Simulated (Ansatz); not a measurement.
# F₂HOSSi radical: basis-set convergence

Aim: see how fast density functionals converge with the basis set for F₂HOSSi radical.

The runs use Ansatz 0.2.0, Gaussian basis; one geometry, several basis sets.

Levels to be run: PBE0-D4/def2-SVP; ωB97M-V/def2-SVP; PBE0-D4/def2-QZVPP; ωB97M-V/def2-QZVPP; the functionals' def2-TZVPP values are taken from earlier runs.

## 1. The geometry

An earlier PBE0-D4 in a triple-zeta def2 set relaxation fixed the geometry.

SMILES `O[Si](F)(F)[S]`, 6 atoms, charge 0, spin multiplicity 2.

Atoms are counted from 1 here; the program's logs count them from 0.

Bond lengths: O1–Si2 1.615 Å, O1–H6 0.959 Å, Si2–F3 1.574 Å, Si2–F4 1.581 Å, Si2–S5 2.104 Å. Angles: Si2–O1–H6 118.4°, O1–Si2–F3 105.4°, O1–Si2–F4 113.1°, O1–Si2–S5 111.6°, F3–Si2–F4 106.7°, F3–Si2–S5 113.5°, F4–Si2–S5 106.7°.

Geometry (Å):

```xyz
6
F2HOSSi
O    -0.6562    0.0761    1.1253
Si    0.3294   -0.1138   -0.1400
F     1.7784   -0.1972    0.4689
F     0.0852   -1.4681   -0.9175
S     0.0976    1.4374   -1.5431
H    -1.5922    0.2018    0.9602
```

## 2. PBE0-D4 in def2-SVP

in.yaml reads:

```yaml
crystal:
  periodic: [false, false, false]
  atoms:
    - {symbol: O, position_ang: [-0.656246, 0.076057, 1.125347]}
    - {symbol: Si, position_ang: [0.329441, -0.113839, -0.139954]}
    - {symbol: F, position_ang: [1.778356, -0.197244, 0.468863]}
    - {symbol: F, position_ang: [0.085155, -1.468126, -0.917473]}
    - {symbol: S, position_ang: [0.097609, 1.437354, -1.543072]}
    - {symbol: H, position_ang: [-1.592215, 0.201798, 0.960189]}
basis:
  gaussian: {orbitals: def2-SVP}
magnetization: {spin_polarized: true, initial_magnetization: 1}
hamiltonian: {xc: pbe0, dispersion: d4}
output: {orbitals: {seedname: orbitals}}
```

Run with:

```sh
> ansatz run in.yaml --threads 4 --pin off --events-out ev --progress --plain --max-ram 10444MiB
```

After this run come: ωB97M-V in def2-SVP; PBE0-D4 in def2-QZVPP; ωB97M-V in def2-QZVPP.

**Question.** What will the summary of the whole plan be? Wanted: PBE0-D4: double and triple zeta above quadruple; ωB97M-V: double and triple zeta above quadruple.

The runs gave:

| quantity | value |
| --- | --- |
| PBE0-D4: double and triple zeta above quadruple | 17.57, 1.04 eV |
| ωB97M-V: double and triple zeta above quadruple | 17.61, 0.97 eV |

PBE0-D4 gains 16.53 eV from double to triple zeta, then 1.04 eV more. These are total energies; as a rule much of such shifts cancels in differences, which this series doesn't test.
